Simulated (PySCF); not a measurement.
# BeBr⁻: the SCF solver's settings

Do solver options change the result for BeBr⁻, or only the number of cycles?

The runs use PySCF 2.14.0; method and basis as typed in the scripts.

3 further runs of the same task are left out: 3 that didn't finish.

## Step 1: The system as given

BeBr⁻: 2 atoms, charge -1, spin multiplicity 1.

Bond lengths: Be1–Br2 2.326 Å.

## Step 2: The base run

Input file input.py:

```python
from pyscf import gto, scf, mcscf

mol = gto.M(
    atom='Be 0 0 0; Br 0 0 2.326',
    basis='def2-svpd',
    charge=-1,
    spin=0,
    verbose=4,
)
mf = scf.RHF(mol)
mf.kernel()
mc = mcscf.CASCI(mf, 2, 2)
mc.kernel()
mc.analyze()
mf.dip_moment()
print('orbital energies (hartree):', mf.mo_energy[..., max(0, mol.nelec[1]-3):mol.nelec[0]+3].round(4))
```

Launch:

```bash
$ OMP_NUM_THREADS=1 python input.py
```

Its log is not repeated here.

It gives: E(SCF) = -2586.758487 Eh, 9 cycles, E(CAS) − E(SCF) = -0.00053 Eh.

The bond length is a typed value, not an optimised one. The dipole of an ion depends on the origin.

## Step 3: Convergence threshold 1e-11 hartree

Edit 1 changes convergence threshold: default → 1e-11 hartree.

Input file input.py:

```python
from pyscf import gto, scf, mcscf

mol = gto.M(
    atom='Be 0 0 0; Br 0 0 2.326',
    basis='def2-svpd',
    charge=-1,
    spin=0,
    verbose=4,
)
mf = scf.RHF(mol)
mf.conv_tol = 1e-11
mf.kernel()
mc = mcscf.CASCI(mf, 2, 2)
mc.kernel()
mc.analyze()
mf.dip_moment()
print('orbital energies (hartree):', mf.mo_energy[..., max(0, mol.nelec[1]-3):mol.nelec[0]+3].round(4))
```

Launch:

```bash
$ OMP_NUM_THREADS=1 python input.py
```

## Step 4: DIIS space off

Edit 2 changes DIIS space: default → off.

input.py: that of step 2 with these lines changed.

```diff
@@ -10,2 +10,3 @@
 mf = scf.RHF(mol)
+mf.diis = False
 mf.kernel()
```

## Step 5: Second-order solver on

Edit 3 changes second-order solver: off → on.

input.py: that of step 2 with these lines changed.

```diff
@@ -10,2 +10,3 @@
 mf = scf.RHF(mol)
+mf = mf.newton()
 mf.kernel()
```

## Step 6: Initial guess huckel

Edit 4 changes initial guess: minao → huckel.

input.py: that of step 2 with these lines changed.

```diff
@@ -10,2 +10,3 @@
 mf = scf.RHF(mol)
+mf.init_guess = 'huckel'
 mf.kernel()
```

Q: Predict the outcome of this session. Wanted: for each run, E(SCF); from base; gap; after the SCF.

The runs gave:

| run | E(SCF) (hartree) | from base (eV) | cycles | gap (eV) | after the SCF |
| --- | --- | --- | --- | --- | --- |
| base | -2586.758487 | 0 | 9 | 6.57 | CASCI correlation -0.015 eV |
| convergence threshold 1e-11 hartree | -2586.758487 | 0.0000 | 11 | 6.57 | CASCI correlation -0.015 eV |
| DIIS space off | -2586.758487 | 0.0000 | 16 | 6.57 | CASCI correlation -0.015 eV |
| second-order solver on | -2586.758487 | 0.0000 | 3 macro | 6.57 | CASCI correlation -0.015 eV |
| initial guess huckel | -2586.758487 | 0.0000 | 9 | 6.57 | CASCI correlation -0.015 eV |

Distance from each run's final energy (log10 hartree) by cycle:

| run | cycle 1 | cycle 2 | cycle 3 | cycle 5 | cycle 8 | cycle 12 |
| --- | --- | --- | --- | --- | --- | --- |
| base | -1.4 | -2.2 | -2.9 | -4.8 | -9.1 | done |
| convergence threshold 1e-11 hartree | -1.4 | -2.2 | -2.9 | -4.8 | -9.1 | done |
| DIIS space off | -1.4 | -2.2 | -2.9 | -4.1 | -5.8 | -8.1 |
| second-order solver on | -4.5 | < -11 | < -11 | done | done | done |
| initial guess huckel | -1.7 | -2.4 | -3.0 | -5.5 | -9.6 | done |

**Reading.** The SCF energy stays the same, to the digits that matter, with convergence threshold 1e-11 hartree or DIIS space off or second-order solver on or initial guess huckel. The base needs 9 cycles and the run with DIIS space off needs 16.
